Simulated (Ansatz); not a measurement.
**CH9GeN3O: basis-set convergence**

The task here is to estimate one member of a computed series from the others.

Computed with Ansatz 0.2.0, Gaussian basis. Level: one geometry, several basis sets.

Levels to be run: PBE0-D4/def2-SVP; ωB97M-V/def2-SVP; PBE0-D4/def2-QZVPP; ωB97M-V/def2-QZVPP; the functionals' def2-TZVPP values are taken from earlier runs.

### The geometry

An earlier PBE0-D4 in a triple-zeta def2 set relaxation fixed the geometry.

SMILES `C[O][Ge]([NH2])([NH2])[NH2]`, 15 atoms, charge 0, spin multiplicity 1.

Atoms are counted from 1 here; the program's logs count them from 0.

Bond lengths: C1–O2 1.407 Å, C1–H7 1.093 Å, C1–H8 1.096 Å, C1–H9 1.098 Å, O2–Ge3 1.778 Å, Ge3–N4 1.825 Å, Ge3–N5 1.819 Å, Ge3–N6 1.825 Å, N4–H10 1.010 Å, N4–H11 1.010 Å, N5–H12 1.009 Å, N5–H13 1.010 Å, N6–H14 1.009 Å, N6–H15 1.010 Å. Angles: O2–C1–H7 108.1°, O2–C1–H8 112.2°, O2–C1–H9 111.8°, H7–C1–H8 108.5°, H7–C1–H9 108.0°, H8–C1–H9 108.1°, C1–O2–Ge3 119.6°, O2–Ge3–N4 106.8°, O2–Ge3–N5 100.6°, O2–Ge3–N6 117.6°, N4–Ge3–N5 118.1°, N4–Ge3–N6 103.2°, N5–Ge3–N6 111.2°, Ge3–N4–H10 114.0°, Ge3–N4–H11 113.6°, H10–N4–H11 108.8°, Ge3–N5–H12 115.8°, Ge3–N5–H13 113.5° and more.

The first run:

File in.yaml:

```yaml
crystal:
  periodic: [false, false, false]
  atoms:
    - {symbol: C, position_ang: [-0.302329, -1.683780, 1.389224]}
    - {symbol: O, position_ang: [0.570654, -0.620212, 1.096891]}
    - {symbol: Ge, position_ang: [0.236932, 0.433437, -0.295726]}
    - {symbol: N, position_ang: [0.064102, -0.655256, -1.749764]}
    - {symbol: N, position_ang: [1.672536, 1.548325, -0.224734]}
    - {symbol: N, position_ang: [-1.328401, 1.371253, -0.289830]}
    - {symbol: H, position_ang: [0.148844, -2.286455, 2.181514]}
    - {symbol: H, position_ang: [-0.476474, -2.327806, 0.519360]}
    - {symbol: H, position_ang: [-1.276091, -1.325592, 1.749133]}
    - {symbol: H, position_ang: [0.904333, -1.165183, -1.984334]}
    - {symbol: H, position_ang: [-0.268563, -0.177979, -2.575981]}
    - {symbol: H, position_ang: [1.502480, 2.501265, -0.508451]}
    - {symbol: H, position_ang: [2.155381, 1.526577, 0.661692]}
    - {symbol: H, position_ang: [-1.463821, 1.991876, 0.494441]}
    - {symbol: H, position_ang: [-2.161384, 0.818727, -0.434035]}
basis:
  gaussian: {orbitals: def2-SVP}
hamiltonian: {xc: pbe0, dispersion: d4}
output: {orbitals: {seedname: orbitals}}
```

Run with:

```sh
ansatz run in.yaml --threads 4 --pin off --events-out ev --progress --plain --max-ram 11315MiB
```

Steps of the session up to this table: PBE0-D4 in def2-SVP; ωB97M-V in def2-SVP; PBE0-D4 in def2-QZVPP; ωB97M-V in def2-QZVPP.

One of the session's tables, all rows but one given; the rest of the session is left out.

It belongs to the step «Functionals by basis». 

| functional | basis | HOMO (eV) | LUMO (eV) |
| --- | --- | --- | --- |
| PBE0-D4 | def2-SVP | -6.94 | 1.09 |
| PBE0-D4 | def2-TZVPP | -7.26 | 0.43 |
| PBE0-D4 | def2-QZVPP | -7.33 | 0.07 |
| ωB97M-V | def2-SVP | ? | ? |
| ωB97M-V | def2-TZVPP | -9.67 | 1.87 |
| ωB97M-V | def2-QZVPP | -9.74 | 1.31 |

Q: Estimate the row for ωB97M-V, def2-SVP from the others.

As computed: HOMO (eV): -9.34; LUMO (eV): 2.75. In the column «HOMO (eV)» it lies between ωB97M-V, def2-TZVPP (-9.67) and PBE0-D4, def2-QZVPP (-7.33).
